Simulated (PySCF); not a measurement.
# AlSe⁺ (triplet) under other conditions

Aim: change spin, charge, geometry, field or solvent of AlSe⁺ (triplet), one at a time, and compare with the base run.

Method: each script names its method and basis; program: PySCF 2.14.0.

1 further run of the same task is left out (it didn't finish).

## (1) The system as given

AlSe⁺ (triplet): 2 atoms, charge 1, spin multiplicity 3.

Bond lengths: Al1–Se2 2.410 Å.

## (2) The run that the others are compared with

input.py reads:

```python
from pyscf import gto, scf, mp

mol = gto.M(
    atom='Al 0 0 0; Se 0 0 2.41',
    basis='ano-rcc-vdzp',
    charge=1,
    spin=2,
    verbose=4,
)
mf = scf.UHF(mol)
mf = mf.sfx2c1e()
mf = mf.density_fit(auxbasis='def2-universal-jkfit')
mf.kernel()
mp.MP2(mf, frozen=14).kernel()
mf.dip_moment()
print('orbital energies (hartree):', [e[max(0, n-3):n+3].round(4) for e, n in zip(mf.mo_energy, mol.nelec)])
```

Launch:

```console
$ python input.py
```

The log of this run is left out.

It gives: E(SCF) = -2670.198681 Eh, 13 cycles, E(MP2) − E(SCF) = -0.12331 Eh, ⟨S²⟩ = 2.051.

The bond length is a typed value, not an optimised one. The dipole of an ion depends on the origin. The triplet is typed in the script; nothing here shows that it is the ground state.

## (3) Bond 3.013 Å

Edit 1 changes bond length: 2.41 Å → 3.013 Å.

input.py reads:

```python
from pyscf import gto, scf, mp

mol = gto.M(
    atom='Al 0 0 0; Se 0 0 3.013',
    basis='ano-rcc-vdzp',
    charge=1,
    spin=2,
    verbose=4,
)
mf = scf.UHF(mol)
mf = mf.sfx2c1e()
mf = mf.density_fit(auxbasis='def2-universal-jkfit')
mf.kernel()
mp.MP2(mf, frozen=14).kernel()
mf.dip_moment()
print('orbital energies (hartree):', [e[max(0, n-3):n+3].round(4) for e, n in zip(mf.mo_energy, mol.nelec)])
```

Launch:

```console
$ python input.py
```

## (4) Bond 3.615 Å

Edit 2 changes bond length: 2.41 Å → 3.615 Å.

input.py, as its differences from that of step 2:

```diff
@@ -3,3 +3,3 @@
 mol = gto.M(
-    atom='Al 0 0 0; Se 0 0 2.41',
+    atom='Al 0 0 0; Se 0 0 3.615',
     basis='ano-rcc-vdzp',
```

## (5) Bond 0.1 Å

Edit 3 changes bond length: 2.41 Å → 0.1 Å.

input.py, as its differences from that of step 2:

```diff
@@ -3,3 +3,3 @@
 mol = gto.M(
-    atom='Al 0 0 0; Se 0 0 2.41',
+    atom='Al 0 0 0; Se 0 0 0.1',
     basis='ano-rcc-vdzp',
```

## (6) Electric field 0.005 a.u.

Edit 4 changes electric field: none → 0.005 a.u.

input.py, as its differences from that of step 2:

```diff
@@ -12,2 +12,7 @@
 mf = mf.density_fit(auxbasis='def2-universal-jkfit')
+field = 0.005  # electric field along z, atomic units
+h = mf.get_hcore() + field*mol.intor('int1e_r')[2]
+mf.get_hcore = lambda *args: h
+e_nuc = mol.energy_nuc() - field*mol.atom_charges() @ mol.atom_coords()[:, 2]
+mf.energy_nuc = lambda *args: e_nuc
 mf.kernel()
```

What does the calculation give? Wanted: for each run, E(SCF); from base; gap, α spin; after the SCF.

**Answer**, as computed:

```tsv
run	E(SCF) (hartree)	from base (eV)	cycles	gap, α spin (eV)	after the SCF
base	-2670.198681	0	13	10.84	MP2 correlation -3.356 eV, core frozen
bond 3.013 Å	-2670.196003	+0.0729	13	10.33	MP2 correlation -3.075 eV, core frozen
bond 3.615 Å	-2670.195745	+0.0799	12	9.35	MP2 correlation -2.977 eV, core frozen
bond 0.1 Å (poor choice)	-1509.280308	+31590.1982	11	14.43	MP2 correlation -2.319 eV, core frozen
electric field 0.005 a.u.	-2670.203585	not comparable	12	10.71	MP2 correlation -3.361 eV, core frozen
```

What this shows: The largest comparable shift of the SCF energy, +31590.198 eV, comes with the run “bond 0.1 Å”. With bond 0.1 Å the frontier gap moves by over 1.5 eV, which can mean another electronic state rather than the bond length alone. Rows marked «poor choice» come from settings spoiled on purpose.
